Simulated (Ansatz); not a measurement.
**Al3Cu: properties at the relaxed cell**

The task here is to estimate one member of a computed series from the others.

Method: DFT PBEsol, scalar-relativistic, plane waves, PAW, in Ansatz 0.2.0.

1 further run of the same task is left out (set aside as unsound or not needed).

**The starting structure**

It takes space group Pm-3m (No. 221, cubic). Conventional cell: a = 3.892 Å, b = 3.892 Å, c = 3.892 Å, α = 90.00°, β = 90.00°, γ = 90.00°. Al (site symmetry 4/mmm) is surrounded by 8 Al at 2.75 Å and 4 Cu at 2.75 Å. Around Cu (site symmetry m-3m) lie 12 Al at 2.75 Å.

As a file:

```cif
data_structure
_symmetry_space_group_name_H-M 'P 1'
_symmetry_Int_Tables_number 1
_cell_length_a 3.8924
_cell_length_b 3.8924
_cell_length_c 3.8924
_cell_angle_alpha 90.000
_cell_angle_beta 90.000
_cell_angle_gamma 90.000
_cell_volume 58.97
loop_
_atom_site_label
_atom_site_type_symbol
_atom_site_fract_x
_atom_site_fract_y
_atom_site_fract_z
_atom_site_occupancy
Al1 Al 0.00000 0.50000 0.50000 1
Al2 Al 0.50000 0.00000 0.50000 1
Al3 Al 0.50000 0.50000 0.00000 1
Cu1 Cu 0.00000 0.00000 0.00000 1
```

It goes back to an entry of the Materials Project, which need not be the stable form.

It is the result of an earlier relaxation at this level (volume 14.74 Å³/atom; gap on the mesh: none (metal)).

Set-up of the first run:

File input.yaml:

```yaml
crystal:
  lattice:
    - [3.892353778, 0.0, 0.0]
    - [0.0, 3.892353778, 0.0]
    - [0.0, 0.0, 3.892353778]
  atoms:
    - { symbol: Al, position: [0.0, 0.5, 0.5] }
    - { symbol: Al, position: [0.5, 0.0, 0.5] }
    - { symbol: Al, position: [0.5, 0.5, 0.0] }
    - { symbol: Cu, position: [0.0, 0.0, 0.0] }
basis:
  ecutwfc: 420
kpoints:
  mp_grid: { grid: [12, 12, 12] }
  band_path:
    path:
      - [[0.0, 0.0, 0.0], [0.0, 0.5, 0.0], [0.5, 0.5, 0.0], [0.0, 0.0, 0.0], [0.5, 0.5, 0.5], [0.0, 0.5, 0.0]]
      - [[0.5, 0.5, 0.5], [0.5, 0.5, 0.0]]
    npoints: 14
hamiltonian:
  xc: pbesol
scf:
  occupations: { method: gaussian, width: 0.1 }
  n_extra_bands: 10
output:
  forces: true
  stress: true
  eigenvalues: true
  populations: true
  dos: { projected: true, de: 0.02, nscf_kmesh: { grid: [18, 18, 18] } }
  bader: true
```

On the command line:

```console
$ ansatz run input.yaml --threads 1 --pin off --max-ram 2560MiB --backend cpu --events-out ev --progress --plain --runs-dir out
```

Among the steps run: Bands, states and charges; Back to the database's cell; Volume × 0.97; Point at V/V0 = 1.03; Volume × 0.94; Volume × 1.06; Volume × 0.91; The cell scaled to 1.10 of its volume; The cell scaled to 0.88 of its volume.

One table of the session follows, with a row left open; its other results are not shown here.

It belongs to the step «Equation of state». 

```
volume (Å³/atom)  energy above the lowest point (meV/atom)  pressure (GPa)
          12.974                                      83.7           16.96
          13.416                                      44.4           11.66
          13.858                                      18.6            7.13
          14.300                                         ?               ?
          14.743                                       0.0           -0.02
          15.185                                       4.0           -2.82
          15.627                                      15.3           -5.21
          16.217                                      39.5           -7.83
```

Estimate the missing values for volume (Å³/atom) = 14.300.

Worked estimate for «energy above the lowest point (meV/atom)». A straight line through the neighbours (13.858, 18.6) and (14.743, 0.0) gives 18.6 + (0.0 − 18.6) × (14.300 − 13.858) / (14.743 − 13.858) = 9.3; a parabola fitted to 4 rows on both sides gives 4.3.

As computed: energy above the lowest point (meV/atom): 4.4; pressure (GPa): 3.27. In «energy above the lowest point (meV/atom)» the line misses by +4.9 and the parabola by -0.1.
